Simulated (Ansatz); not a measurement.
# SiNi2: further runs on the relaxed cell

One table from this session's results is given with a row withheld; the runs are named, their logs left out.

Program: Ansatz 0.2.0. Level of theory: DFT PBE and PBEsol (the runs whose input is shown use PBEsol), scalar-relativistic, plane waves, PAW. These are calculated values, not measurements.

## The structure to begin with

Symmetry: Pnma, No. 62, orthorhombic system. Conventional cell: a = 5.022 Å, b = 3.730 Å, c = 7.077 Å, α = 90.00°, β = 90.00°, γ = 90.00°. Around Si (site symmetry m) lie 10 Ni at 2.31 to 2.76 Å. Ni (site symmetry m) has 5 Si at 2.35 to 2.58 Å and 8 Ni at 2.57 to 2.72 Å as nearest neighbours. Ni (site symmetry m) has 5 Si at 2.31 to 2.76 Å and 8 Ni at 2.57 to 2.72 Å as nearest neighbours.

Structure file:

```cif
data_structure
_symmetry_space_group_name_H-M 'Pnma'
_symmetry_Int_Tables_number 62
_cell_length_a 5.0221
_cell_length_b 3.7299
_cell_length_c 7.0766
_cell_angle_alpha 90.000
_cell_angle_beta 90.000
_cell_angle_gamma 90.000
_cell_volume 132.56
loop_
_atom_site_label
_atom_site_type_symbol
_atom_site_symmetry_multiplicity
_atom_site_Wyckoff_symbol
_atom_site_fract_x
_atom_site_fract_y
_atom_site_fract_z
_atom_site_occupancy
Si1 Si 4 c 0.28678 0.75000 0.61471 1
Ni1 Ni 4 c 0.95940 0.75000 0.20384 1
Ni2 Ni 4 c 0.83058 0.75000 0.56030 1
```

It is the result of an earlier relaxation at this level (volume 11.05 Å³/atom; gap on the mesh: none (metal)).

The first run:

Contents of input.yaml:

```yaml
crystal:
  lattice:
    - [5.0220617806, 0.0, 0.0]
    - [0.0, 3.729909366, 0.0]
    - [0.0, 0.0, 7.0765535906]
  atoms:
    - { symbol: Si, position: [0.2867796774, 0.75, 0.6147108607] }
    - { symbol: Si, position: [0.7132203226, 0.25, 0.3852891393] }
    - { symbol: Si, position: [0.2132203226, 0.25, 0.1147108607] }
    - { symbol: Si, position: [0.7867796774, 0.75, 0.8852891393] }
    - { symbol: Ni, position: [0.9593959783, 0.75, 0.2038409294] }
    - { symbol: Ni, position: [0.0406040217, 0.25, 0.7961590706] }
    - { symbol: Ni, position: [0.5406040217, 0.25, 0.7038409294] }
    - { symbol: Ni, position: [0.4593959783, 0.75, 0.2961590706] }
    - { symbol: Ni, position: [0.8305792023, 0.75, 0.5603012852] }
    - { symbol: Ni, position: [0.1694207977, 0.25, 0.4396987148] }
    - { symbol: Ni, position: [0.6694207977, 0.25, 0.0603012852] }
    - { symbol: Ni, position: [0.3305792023, 0.75, 0.9396987148] }
basis:
  ecutwfc: 420
kpoints:
  mp_grid: { grid: [8, 10, 6] }
hamiltonian:
  xc: pbesol
scf:
  occupations: { method: gaussian, width: 0.1 }
output:
  forces: true
  stress: true
  eigenvalues: true
relax:
  adjacent_minimum: "off"
  f_tol: 0.005
  max_steps: 50
  cell: { stress_tol: 0.05 }
```

Command:

```console
ansatz run input.yaml --threads 4 --pin off --max-ram 10240MiB --backend cpu --events-out ev --progress --plain --runs-dir out
```

Among the steps run: Relaxing with PBEsol; The cell under PBE+D3(BJ); The cell under LDA; The cell under r2SCAN.

One table of the session follows, with a row left open; its other results are not shown here.

It belongs to the step «Relaxed cells side by side». 

| functional | a (Å) | b (Å) | c (Å) | volume (Å³/atom) |
| --- | --- | --- | --- | --- |
| PBE | 5.022 | 3.730 | 7.077 | 11.05 |
| PBEsol | ? | ? | ? | ? |
| PBE+D3(BJ) | 4.919 | 3.699 | 7.010 | 10.63 |
| LDA | 4.875 | 3.662 | 6.940 | 10.33 |
| r2SCAN | 4.939 | 3.695 | 7.007 | 10.66 |

Q: Estimate the row for PBEsol from the others.

The run gave: a (Å): 4.916; b (Å): 3.698; c (Å): 7.008; volume (Å³/atom): 10.62. In the column «a (Å)» it lies between LDA (4.875) and PBE+D3(BJ) (4.919).

Spin polarisation is off in the runs that give these values; a magnetic solution could lie lower.
